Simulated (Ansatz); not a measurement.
Input of an Ansatz 0.2.0 run:

File input.yaml:

```yaml
crystal:
  lattice:
    - [3.62326282, 0.0, 0.0]
    - [0.0, 3.62326282, 0.0]
    - [0.0, 0.0, 5.04208141]
  atoms:
    - { symbol: Mo, position: [0.5, 0.5, 0.5] }
    - { symbol: I, position: [0.0, 0.0, 0.5] }
hamiltonian:
  xc: lda
  pseudopotentials: { kind: paw }
kpoints:
  mp_grid: { grid: [5, 5, 4] }
scf:
  occupations: { method: fermi_dirac, width: 0.05 }
output:
  forces: true
  stress: true
  eigenvalues: true
relax:
  f_tol: 0.01
  max_steps: 40
  cell: { stress_tol: 0.05 }
```

Potentials or basis: Ansatz PAW.

Launch:

```bash
$ ansatz run input.yaml --threads 2 --pin off --max-ram 5632MiB --backend cpu --events-out ev --progress --plain --runs-dir out
```

Q: Estimate the band gap on the k mesh.

A: None (metal or under the smearing width).

Q: Predict the space group after relaxing (to 0.05 Å).

A: P4/mmm (No. 123).

Final structure:
```
CELL_PARAMETERS angstrom
3.78453 0.00000 0.00000
0.00000 3.78453 0.00000
0.00000 0.00000 3.13488
ATOMIC_POSITIONS crystal
Mo 0.50000 0.50000 0.50000
I 0.00000 0.00000 0.50000
```

Caveat: an odd number of electrons without spin polarisation forces a metal; a magnetic or distorted state may lie lower. Spin-orbit coupling is left out, which matters for the levels of I.
